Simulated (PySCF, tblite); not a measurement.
# C6H17NSi: geometry, infrared bands, NMR shifts and electronic excitations, part 2 of 2

tblite 0.8.0 and PySCF 2.14.0. Atoms count from 0. The steps go on from the part before.

## 6. TDDFT and polarisability: CAM-B3LYP/def2-SVPD

The job: settings as JSON, then the geometry in Å.

```
{"job": {"kind": "uv", "xc": "CAM-B3LYP", "basis": "def2-SVPD", "ip": true}, "charge": 0, "multiplicity": 1}
C      1.407376    -0.867703    -1.667739
N      1.100526     0.076382    -0.618620
Si     2.085064     0.128680     0.809762
C     -0.023395     0.963118    -0.824184
C     -1.406483     0.512977    -0.303120
C     -1.808151    -0.832849    -0.905574
C     -2.417895     1.583247    -0.715499
C     -1.377132     0.397957     1.220832
H      0.758175    -1.762435    -1.680430
H      1.320343    -0.387029    -2.659402
H      2.446721    -1.222925    -1.570546
H      1.786645    -0.922558     1.840355
H      3.517704    -0.065366     0.415804
H      1.887278     1.463227     1.451831
H      0.198847     1.939727    -0.355924
H     -0.110909     1.159003    -1.910127
H     -2.823936    -1.115095    -0.585588
H     -1.124733    -1.631508    -0.581314
H     -1.800397    -0.800168    -2.007135
H     -3.424691     1.339802    -0.341541
H     -2.480181     1.672608    -1.812183
H     -2.141572     2.571378    -0.312916
H     -0.661435    -0.371321     1.551152
H     -1.091761     1.353505     1.689916
H     -2.366615     0.113874     1.612787
```

Level: TDDFT CAM-B3LYP/def2-SVPD, vertical, gas phase, core orbitals frozen in the response.

The log of the run:

```text
coarse grid: 19744 points
cycle   1  E = -582.5340809267  dE =  6.002e-01  |g| = 3.867e-01  |ddm| = 1.204e+01
cycle   2  E = -582.5440477335  dE = -9.967e-03  |g| = 3.630e-01  |ddm| = 2.239e+00
cycle   3  E = -582.5742734914  dE = -3.023e-02  |g| = 6.190e-02  |ddm| = 8.860e-01
cycle   4  E = -582.5749429870  dE = -6.695e-04  |g| = 3.067e-02  |ddm| = 1.832e-01
cycle   5  E = -582.5751621205  dE = -2.191e-04  |g| = 3.615e-03  |ddm| = 1.008e-01
cycle   6  E = -582.5751650886  dE = -2.968e-06  |g| = 1.181e-03  |ddm| = 1.386e-02
final grid: 181496 points
cycle   7  E = -582.6701741621  dE = -6.321e-05  |g| = 4.700e-03  |ddm| = 4.526e-01
cycle   8  E = -582.6701749171  dE = -7.550e-07  |g| = 4.510e-03  |ddm| = 6.619e-02
cycle   9  E = -582.6701801947  dE = -5.278e-06  |g| = 3.958e-04  |ddm| = 1.201e-02
cycle  10  E = -582.6701802222  dE = -2.751e-08  |g| = 2.467e-04  |ddm| = 2.581e-03
cycle  11  E = -582.6701802356  dE = -1.337e-08  |g| = 4.770e-05  |ddm| = 9.676e-04
cycle  12  E = -582.6701802361  dE = -5.125e-10  |g| = 1.524e-05  |ddm| = 1.692e-04
converged SCF energy = -582.6701802361

Static polarisability (au): isotropic 108.907, principal 98.368 108.248 120.106

Singlet excitations
state   eV       nm        f      main configurations
  1   5.8113    213.4   0.00799   H->L 0.63, H->L+2 0.18, H->L+1 0.13
  2   6.3746    194.5   0.03762   H->L+1 0.57, H->L 0.24, H->L+3 0.09
  3   6.6950    185.2   0.00334   H->L+5 0.39, H->L+2 0.21, H->L+3 0.11
  4   6.9288    178.9   0.00155   H->L+3 0.43, H->L+1 0.17, H->L+6 0.16
  5   7.0422    176.1   0.03780   H->L+4 0.48, H->L+3 0.16, H->L+6 0.10
  6   7.1492    173.4   0.01336   H->L+2 0.33, H->L+5 0.23, H->L+7 0.14
  7   7.3302    169.1   0.00687   H->L+6 0.35, H->L+4 0.19, H->L+5 0.12
  8   7.6907    161.2   0.00689   H->L+9 0.34, H->L+10 0.16, H->L+7 0.11
  9   7.9457    156.0   0.01056   H->L+7 0.43, H->L+8 0.14
 10   8.0701    153.6   0.01848   H->L+8 0.36, H->L+11 0.20, H->L+9 0.08

Triplet excitations (Tamm-Dancoff, eV): 5.6385 6.0870 6.5257 6.6966
Vertical ionisation energy (delta-SCF) = 8.0956 eV
```

It took 3.3 min on 1 thread of Arm Neoverse V1, shared host; peak memory 1.6 GiB.

Frontier orbitals and where they lie:

| orbital | eV | atoms |
| --- | --- | --- |
| HOMO−3 | -10.69 | C4 14 %, C3 11 %, Si2 11 % |
| HOMO−2 | -10.52 | C4 18 %, C6 14 %, C5 12 % |
| HOMO−1 | -10.44 | C4 18 %, C7 17 %, C5 11 % |
| HOMO | -7.60 | N1 50 %, C0 8 %, C3 8 % |
| LUMO | 1.12 | Si2 18 %, C0 8 %, C5 7 % |
| LUMO+1 | 1.62 | Si2 46 %, H11 13 %, H12 13 % |
| LUMO+2 | 1.76 | Si2 16 %, C6 13 %, C0 8 % |

With each of the 10 states as a Gaussian band of 0.4 eV half-width at 1/e, the curve within the window shown has maxima at 175 nm (ε 2,400), 156 nm (ε 1,300) L/(mol cm). Beyond the last state computed it falls off for lack of states. The curve at chosen wavelengths:

nm, ε (L/mol/cm) and a bar:
```
      148        581 #######
      152       1129 ##############
      155       1330 ################
      159       1252 ###############
      162       1187 ##############
      166       1438 #################
      169       1855 #######################
      173       2347 #############################
      176       2438 ##############################
      180       2212 ###########################
      184       1925 ########################
      187       1827 ######################
      191       1809 ######################
      194       1767 ######################
      198       1573 ###################
      201       1343 ################
      205       1014 ############
      209        741 #########
      212        587 #######
      216        433 #####
      219        341 ####
      223        239 ##
      226        175 ##
      230        109 #
      233         72 
      237         39
```

Further results of this job:

| property | computed |
| --- | --- |
| dipole moment (D) | 0.97 |
| polarisability (Å³) | 16.14 |
| HOMO–LUMO gap (eV) | 8.72 |
| −ε(HOMO) (eV) | 7.60 |

## 7. NMR shieldings: KT3/pcSseg-1

Same as in step 6 but for these lines:

```diff
@@ -1,2 +1,2 @@
-{"job": {"kind": "uv", "xc": "CAM-B3LYP", "basis": "def2-SVPD", "ip": true}, "charge": 0, "multiplicity": 1}
+{"job": {"kind": "nmr", "xc": "KT3", "basis": "pcSseg-1", "pop": false}, "charge": 0, "multiplicity": 1}
 C      1.407376    -0.867703    -1.667739
```

Method: GIAO KT3/pcSseg-1 NMR shielding, non-relativistic, gas phase.

The log of the run:

```text
coarse grid: 19744 points
cycle   1  E = -589.9384441462  dE =  2.643e-01  |g| = 6.436e-01  |ddm| = 4.238e+00
cycle   2  E = -589.7235615621  dE =  2.149e-01  |g| = 1.104e+00  |ddm| = 2.182e+00
cycle   3  E = -590.0506043707  dE = -3.270e-01  |g| = 1.715e-01  |ddm| = 1.626e+00
cycle   4  E = -590.0570398001  dE = -6.435e-03  |g| = 5.114e-02  |ddm| = 2.284e-01
cycle   5  E = -590.0575906892  dE = -5.509e-04  |g| = 1.410e-02  |ddm| = 6.626e-02
cycle   6  E = -590.0576307762  dE = -4.009e-05  |g| = 5.903e-03  |ddm| = 2.076e-02
cycle   7  E = -590.0576389819  dE = -8.206e-06  |g| = 8.113e-04  |ddm| = 6.093e-03
final grid: 181496 points
cycle   8  E = -590.0658813782  dE = -3.382e-04  |g| = 1.130e-02  |ddm| = 7.757e-02
cycle   9  E = -590.0658610189  dE =  2.036e-05  |g| = 1.272e-02  |ddm| = 1.962e-02
cycle  10  E = -590.0658884137  dE = -2.739e-05  |g| = 5.233e-03  |ddm| = 1.913e-02
cycle  11  E = -590.0658945365  dE = -6.123e-06  |g| = 4.857e-04  |ddm| = 6.380e-03
cycle  12  E = -590.0658945939  dE = -5.747e-08  |g| = 1.995e-04  |ddm| = 8.761e-04
cycle  13  E = -590.0658946030  dE = -9.023e-09  |g| = 5.426e-05  |ddm| = 2.639e-04
cycle  14  E = -590.0658946038  dE = -8.777e-10  |g| = 9.636e-06  |ddm| = 8.344e-05
converged SCF energy = -590.0658946038

GIAO shielding tensors (ppm)
atom      isotropic    diamagn.    paramagn.     s11        s22        s33       span
  0 C      137.961     243.493    -105.532    113.540    118.588    181.756     68.216
  1 N      237.913     329.471     -91.558    206.879    238.165    268.696     61.817
  2 Si     409.782     883.359    -473.576    356.426    375.114    497.807    141.380
  3 C      111.691     246.230    -134.538     85.312    108.359    141.403     56.091
  4 C      144.452     247.282    -102.830    137.386    140.810    155.161     17.775
  5 C      153.875     248.841     -94.966    138.842    144.778    178.004     39.162
  6 C      153.431     246.754     -93.323    136.790    139.019    184.484     47.693
  7 C      153.872     250.104     -96.232    137.481    144.011    180.125     42.643
  8 H       28.191      30.885      -2.693     22.857     27.723     33.994     11.136
  9 H       28.866      29.434      -0.568     25.520     26.015     35.064      9.544
 10 H       28.547      29.068      -0.520     24.083     26.501     35.059     10.976
 11 H       26.397      30.714      -4.318     22.281     25.081     31.828      9.546
 12 H       26.657      29.763      -3.106     22.954     24.834     32.183      9.229
 13 H       26.811      31.396      -4.585     23.783     25.416     31.234      7.451
 14 H       28.424      34.134      -5.710     23.434     30.268     31.570      8.136
 15 H       29.010      33.945      -4.935     24.148     30.997     31.886      7.738
 16 H       30.486      31.316      -0.830     26.956     28.239     36.262      9.305
 17 H       29.987      33.236      -3.248     26.290     29.357     34.314      8.024
 18 H       30.559      32.125      -1.566     27.117     28.495     36.065      8.949
 19 H       30.549      29.660       0.889     27.056     27.978     36.612      9.556
 20 H       30.518      30.277       0.241     26.818     28.276     36.460      9.642
 21 H       30.528      30.514       0.014     26.830     28.230     36.524      9.694
 22 H       29.905      34.083      -4.178     26.119     29.381     34.215      8.095
 23 H       30.591      33.173      -2.582     27.148     28.336     36.289      9.141
 24 H       30.508      32.074      -1.566     27.074     28.271     36.180      9.106
```

Run time: 67 s. Hardware: 1 thread of Arm Neoverse V1, shared host; peak memory 1.2 GiB.

Key values: δ C3 70.6, C0 44.3, C4 37.9, C5 28.6, H11 4.70, H8 2.78 ppm (means over like atoms).

## 8. Comparing the runs: NMR shifts

Shifts (ppm) of some atoms, chosen among heavy atoms and hydrogens apart, means over like atoms, with basis size and wall time:

| run | C3 | C4 | C5 | H8 | H14 | N1 | Si2 | functions | time |
| --- | --- | --- | --- | --- | --- | --- | --- | --- | --- |
| PBE0/pcSseg-1 | 71.5 | 36.3 | 29.6 | 2.70 | 2.47 | 16.2 | -40.1 | 228 | 48 s |
| KT3/pcSseg-1 | 70.6 | 37.9 | 28.6 | 2.78 | 2.60 | 24.1 | -44.3 | 228 | 67 s |

## 9. Results

The summary covers parts 1 to 2.

```
                                                               quantity                        value
                              strongest single infrared mode (GFN2-xTB)        2126 cm⁻¹, 384 km/mol
                                           zero-point energy (GFN2-xTB)               135.8 kcal/mol
                                                            point group                           C1
                                   rotational constants (main isotopes)         2.49, 1.08, 0.93 GHz
¹³C shifts against TMS (PBE0/pcSseg-1, means over atoms taken as alike)   71.5, 43.8, 36.3, 29.6 ppm
 ¹H shifts against TMS (PBE0/pcSseg-1, means over atoms taken as alike)   4.76, 2.70, 2.47, 0.90 ppm
                                 ¹⁵N shifts against NH3 (PBE0/pcSseg-1)                     16.2 ppm
                                ²⁹Si shifts against TMS (PBE0/pcSseg-1)                    -40.1 ppm
                                   lowest singlet (CAM-B3LYP/def2-SVPD)  5.81 eV (213 nm), f = 0.008
                               brightest single state of those computed  state 5, 7.04 eV, f = 0.038
                                                         lowest triplet                      5.64 eV
                                      vertical ionisation energy (ΔSCF)                      8.10 eV
                                               range of the shift of N1             16.2 to 24.1 ppm
```

What this shows: Over 167 steps the energy fell by 1.437 eV; of the close pairs, N1–Si2 changed most, 1.837 to 1.716 Å (GFN2-xTB). All 69 modes are real, so the xTB geometry is a minimum. The strongest single mode, at 2126 cm⁻¹, moves mainly H11. GFN2-xTB is a fitted tight-binding method: band positions and strengths are rough. Its intensities can rank the bands wrongly. Over 7 steps the energy fell by 0.250 eV; of the close pairs, C0–H10 changed most, 1.054 to 1.103 Å (PBE0/def2-SVP). No frequency check was run at this level, so the end point may be a saddle. At PBE0/pcSseg-1: The largest span, 149 ppm, is at Si2, where the paramagnetic term is -489 ppm. The lowest singlet, at 5.81 eV, is HOMO→LUMO 0.63, HOMO→LUMO+2 0.18 and is weak; of the 10 states computed, the strongest absorption comes from state 5 at 7.04 eV. The lowest triplet lies 0.17 eV below the lowest singlet (triplets in Tamm-Dancoff, singlets in full TDDFT). At CAM-B3LYP/def2-SVPD, the highest states lie near or above the ionisation energy, where they hang on the basis. ΔSCF puts the ionisation energy at 8.10 eV, 0.50 eV above −ε(HOMO). In ppm, N1 moves most: its shift spreads over 7.9 ppm, from 16.2 (PBE0/pcSseg-1) to 24.1 (KT3/pcSseg-1).
